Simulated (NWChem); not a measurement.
# AlH2SBr (SMILES [SH][AlH][Br]): levels of theory compared

Wanted: a comparison of 5 runs (HF/STO-3G, HF/def2-SVP, wB97X/STO-3G, PBE0/def2-SVP, B2PLYP/def2-TZVP) of AlH2SBr. 

The calculation is run with NWChem 7.3.0.

**1. The system as given**

AlH2SBr has 5 atoms, charge 0, and is taken as a singlet. SMILES: `[SH][AlH][Br]`. The coordinates come from a PBE0-D4/def2-TZVP relaxation. This is one conformer, not always the lowest.

Bond lengths: S1–Al2 2.170 Å, Al2–Br3 2.253 Å, S1–H4 1.345 Å, Al2–H5 1.569 Å. Angles: S1–Al2–Br3 118.8°, S1–Al2–H5 120.6°, Br3–Al2–H5 120.6°, Al2–S1–H4 93.1°.

**2. Energy and gradient at HF/STO-3G (run 1)**

The input, input.nw:

```
start input
memory stack 880 mb heap 220 mb global 1100 mb

geometry noautosym nocenter noautoz
  S    -1.672800   -0.006500    0.297400
  Al    0.491600    0.125600    0.390900
  Br    1.687800   -0.358500   -1.456100
  H    -1.666700   -0.383200   -0.993500
  H     1.210000    0.548800    1.719900
end

basis spherical bse
  * library STO-3G
end

scf
  singlet
  rhf
  thresh 1e-08
  maxiter 80
end

task scf gradient
```

Launch:

```bash
$ nwchem input.nw > input.out
```

The program printed:

```text
[...]
  functions       =    38
[...]
  wavefunction    = RHF
[...]
         Total SCF energy =  -3178.128656462623
      One-electron energy =  -4971.534279623256
      Two-electron energy =   1530.930570557814
 Nuclear repulsion energy =    262.475052602818
        Time for solution =      1.8s
[...]
                         RHF ENERGY GRADIENTS
    atom               coordinates                        gradient
                 x          y          z           x          y          z
   1 S      -3.161134  -0.012283   0.562005   -0.039406   0.002101   0.013790
   2 Al      0.928989   0.237350   0.738694    0.003721  -0.005526  -0.019767
   3 Br      3.189480  -0.677467  -2.751630    0.013090  -0.005425  -0.020596
   4 H      -3.149606  -0.724143  -1.877443    0.004674  -0.003043  -0.011210
   5 H       2.286568   1.037082   3.250140    0.017922   0.011894   0.037784
[...]
```

It took 3.9 s on 1 thread of Intel Xeon Platinum 8559C (Emerald Rapids), shared host; peak memory 0.095 GiB.

**3. Energy and forces at HF/def2-SVP (run 2)**

The input, run.py:

```python
from ase import Atoms
from ase.calculators.nwchem import NWChem

mol = Atoms(['S', 'Al', 'Br', 'H', 'H'], positions=[
    [-1.672800, -0.006500, 0.297400],
    [0.491600, 0.125600, 0.390900],
    [1.687800, -0.358500, -1.456100],
    [-1.666700, -0.383200, -0.993500],
    [1.210000, 0.548800, 1.719900],
])

calc = NWChem(
    label='sp',
    theory='scf',
    memory='2200 mb',
    basis='def2-SVP',
    basispar='spherical bse',
    scf={'nopen': '0', 'rhf': None, 'thresh': '1e-08', 'maxiter': '80'},
)
mol.calc = calc

forces = mol.get_forces()
print(f"energy = {mol.get_potential_energy():.6f} eV")
print("forces (eV/A):")
for s, f in zip(mol.symbols, forces):
    print(f"{s:2s} {f[0]:10.5f} {f[1]:10.5f} {f[2]:10.5f}")
print("dipole (e A):", mol.get_dipole_moment().round(4))
```

Launch:

```bash
$ export ASE_NWCHEM_COMMAND="nwchem PREFIX.nwi > PREFIX.nwo"
$ python run.py
```

The program printed:

```text
energy = -87420.116651 eV
forces (eV/A):
S    -0.01404   -0.08629   -0.29676
Al    0.11945    0.10099    0.33347
Br    0.09837   -0.03168   -0.12681
H    -0.16162    0.04952    0.19746
H    -0.04211   -0.03255   -0.10737
dipole (e A): [-0.0018  0.0087  0.0274]
```

The calculator wrote sp.nwi:

```
title "sp"

permanent_dir sp

scratch_dir sp

start sp

geometry units angstrom nocenter noautosym noautoz
  S  -1.6728000000000001e+00 -6.4999999999999997e-03 2.9740000000000000e-01
  Al 4.9159999999999998e-01 1.2559999999999999e-01 3.9090000000000003e-01
  Br 1.6878000000000000e+00 -3.5849999999999999e-01 -1.4560999999999999e+00
  H  -1.6667000000000001e+00 -3.8319999999999999e-01 -9.9350000000000005e-01
  H  1.2100000000000000e+00 5.4879999999999995e-01 1.7199000000000000e+00
end

memory 2200 mb

basis spherical bse noprint
   * library def2-SVP
end

scf
  nopen 0
  rhf
  thresh 1e-08
  maxiter 80
end

task scf gradient
```

sp.nwo:

```text
Northwest Computational Chemistry Package (NWChem) 7.3.0
             --------------------------------------------------------

           Job information
           ---------------

    nwchem branch   = 7.3.0
    use scalapack   = T
    input           = sp.nwi
    prefix          = sp.
    data base       = sp/sp.db
    status          = startup
    nproc           =        1

           Memory information
           ------------------

    heap     =     72089594 doubles =      550.0 Mbytes
    stack    =     72089599 doubles =      550.0 Mbytes
    global   =    144179200 doubles =     1100.0 Mbytes (distinct from heap & stack)
    total    =    288358393 doubles =     2200.0 Mbytes
    verify   = yes
    hardfail = no

[... 127 lines left out ...]
 Convergence threshold     :          1.000E-08
[... 12 lines left out ...]
       Final RHF  results
[... 3 lines left out ...]
      One-electron energy =  -4994.204100127298
[... 1 line left out ...]
 Nuclear repulsion energy =    262.475052602818
[... 51 lines left out ...]
                       ROHF Final Molecular Orbital Analysis
[... 201 lines left out ...]
    atom               coordinates                        gradient
                 x          y          z           x          y          z
   1 S      -3.161134  -0.012283   0.562005    0.000273   0.001678   0.005771
   2 Al      0.928989   0.237350   0.738694   -0.002323  -0.001964  -0.006485
   3 Br      3.189480  -0.677467  -2.751630   -0.001913   0.000616   0.002466
   4 H      -3.149606  -0.724143  -1.877443    0.003143  -0.000963  -0.003840
   5 H       2.286568   1.037082   3.250140    0.000819   0.000633   0.002088

                 ----------------------------------------
                 |  Time  |  1-e(secs)   |  2-e(secs)   |
                 ----------------------------------------
                 |  CPU   |       0.00   |       4.21   |
                 ----------------------------------------
                 |  WALL  |       0.00   |       4.21   |
                 ----------------------------------------

 Task  times  cpu:       12.7s     wall:       12.7s
 Total times  cpu:       12.7s     wall:       12.7s
```

It took 14 s on 1 thread of Intel Xeon Platinum 8559C (Emerald Rapids), shared host; peak memory 0.1 GiB.

**4. Energy and forces at wB97X/STO-3G (run 3)**

The input, albrh2s.nw:

```
start albrh2s
title "AlBrH2S gradient"
memory 2200 mb
charge 0

geometry noautosym nocenter noautoz
   S    -1.672800   -0.006500    0.297400
   Al    0.491600    0.125600    0.390900
   Br    1.687800   -0.358500   -1.456100
   H    -1.666700   -0.383200   -0.993500
   H     1.210000    0.548800    1.719900
end

basis spherical bse
   * library STO-3G
end

dft
   xc wb97x
   mult 1
   grid xfine
   convergence energy 1e-08
   maxiter 100
   mulliken
   noprint "final vectors analysis"
end

task dft gradient
```

Launch:

```bash
$ nwchem albrh2s.nw > albrh2s.out
```

The program printed:

```text
[...]
          Wavefunction type:  closed shell.
          No. of atoms     :     5
          No. of electrons :    66
[...]
          Charge           :     0
          Spin multiplicity:     1
[...]
          AO basis - number of functions:    38
[...]
              XC Information
              --------------
                       wb97x  Method XC Functional
                     Hartree-Fock (Exact) Exchange  1.000
                         wb97x Exchange Functional  1.000
                      wb97x Correlation Functional  1.000
[...]
 d= 0,ls=0.0,diis     1  -3180.5639513483 -3.44D+03  3.05D-02  3.40D-01     1.6
[...]
 d= 0,ls=0.0,diis     8  -3180.6492143744 -1.30D-09  3.43D-07  1.65D-11    11.1
         Total DFT energy =    -3180.649214374399
      One electron energy =    -4970.992409286087
           Coulomb energy =     1665.242463303469
    Exchange-Corr. energy =     -137.374320994600
 Nuclear repulsion energy =      262.475052602818
[...]
      Total Density - Mulliken Population Analysis
     ---------------------------------------------
    Atom       Charge   Shell Charges
 -----------   ------   -------------------------------------------------------
    1 S   16    16.15   2.00  2.00  5.96  1.89  4.30
    2 Al  13    12.30   2.00  1.98  5.78  1.09  1.45
    3 Br  35    35.33   2.00  2.00  6.00  2.00  5.99  1.97  5.37 10.00
    4 H    1     1.02   1.02
    5 H    1     1.21   1.21
[...]
  wavefunction    = closed shell
[...]
                         DFT ENERGY GRADIENTS
    atom               coordinates                        gradient
                 x          y          z           x          y          z
   1 S      -3.161134  -0.012283   0.562005   -0.036628  -0.002179  -0.001326
   2 Al      0.928989   0.237350   0.738694    0.006951  -0.001957  -0.008072
   3 Br      3.189480  -0.677467  -2.751630    0.013853  -0.005461  -0.020845
   4 H      -3.149606  -0.724143  -1.877443    0.002447   0.000879   0.002585
   5 H       2.286568   1.037082   3.250140    0.013377   0.008717   0.027658
[...]
```

Run time: 14 s. Hardware: 1 thread of Intel Xeon Platinum 8559C (Emerald Rapids), shared host; peak memory 0.12 GiB.

Run 4 isn't shown in full; the table further down has it.

**5. The energy at B2PLYP/def2-TZVP (run 5)**

The input, albrh2s.nw:

```
start albrh2s
memory total 2200 mb

geometry noautosym nocenter noautoz
S     -1.672800    -0.006500     0.297400
Al     0.491600     0.125600     0.390900
Br     1.687800    -0.358500    -1.456100
H     -1.666700    -0.383200    -0.993500
H      1.210000     0.548800     1.719900
end

basis spherical bse
* library def2-TZVP
end

dft
xc hfexch 0.53 becke88 0.47 lyp 0.73 mp2 0.27
dftmp2 semidirect
mult 1
grid fine
convergence energy 1e-08
maxiter 100
mulliken
print low
end

mp2
freeze core 19
end

task dft energy
```

Launch:

```bash
$ nwchem albrh2s.nw > albrh2s.out
```

The program printed:

```text
[...]
 d= 0,ls=0.0,diis     1  -3215.2698948921 -3.48D+03  3.78D-03  5.05D-01     5.9
[...]
 d= 0,ls=0.0,diis     8  -3215.3099267118 -5.78D-09  7.06D-07  2.59D-08    35.5
         Total DFT energy =    -3215.309926711793
      One electron energy =    -4994.897361932201
           Coulomb energy =     1652.841358387599
    Exchange-Corr. energy =     -135.728975770010
 Nuclear repulsion energy =      262.475052602818
[...]
      Total Density - Mulliken Population Analysis
     ---------------------------------------------
    Atom       Charge   Shell Charges
 -----------   ------   -------------------------------------------------------
    1 S   16    16.32   2.01  0.48  1.48  1.08  0.75  4.19  1.67  0.93  2.38  1.27  0.02  0.05  0.00
    2 Al  13    12.47   2.00  0.64  1.34  0.78  0.16  2.94  2.23  0.86  0.92  0.21  0.16  0.18  0.06
    3 Br  35    35.27   2.00  2.00  1.16  0.78  1.03  0.94  6.00  5.93  1.33  2.74  1.34  8.96  1.02  0.01  0.03  0.00
    4 H    1     0.84   0.24  0.47  0.10  0.03
    5 H    1     1.10   0.23  0.54  0.32  0.01
[...]
  Basis functions       =    134
[...]
```

Wall time 47 s (1 thread of Intel Xeon Platinum 8559C (Emerald Rapids), shared host); peak memory 0.58 GiB.

**6. Overview of the runs**

```csv
run,level,iteration cap,module,energy (Eh),dipole moment (D),HOMO energy (eV),LUMO energy (eV),wall time
1,HF/STO-3G,80,scf,-3178.128656,1.48,-7.32,7.82,3.9 s
2,HF/def2-SVP,80,scf,-3212.630058,0.14,-10.70,1.58,14 s
3,wB97X/STO-3G,100,dft,-3180.649214,1.23,–,–,14 s
4,PBE0/def2-SVP,100,dft,-3215.019684,0.15,-7.95,-1.26,18 s
5,B2PLYP/def2-TZVP,100,dft,-3215.478385,–,–,–,47 s
```

**7. What came out**

| quantity | value |
| --- | --- |
| run 5: total energy | -3215.47838 Eh |

Over runs 1, 2, 3, 4 the dipole moment (its size) runs from 0.14 D (HF/def2-SVP) to 1.48 D (HF/STO-3G). Over runs 1, 2, 4 the HOMO–LUMO gap runs from 6.69 eV (PBE0/def2-SVP) to 15.14 eV (HF/STO-3G). The two ends differ in method and basis. Totals of different functionals can't be ranked against each other. In runs 1, 3 the basis is minimal, so the values are rough. All runs together took 97 s, the longest 47 s.
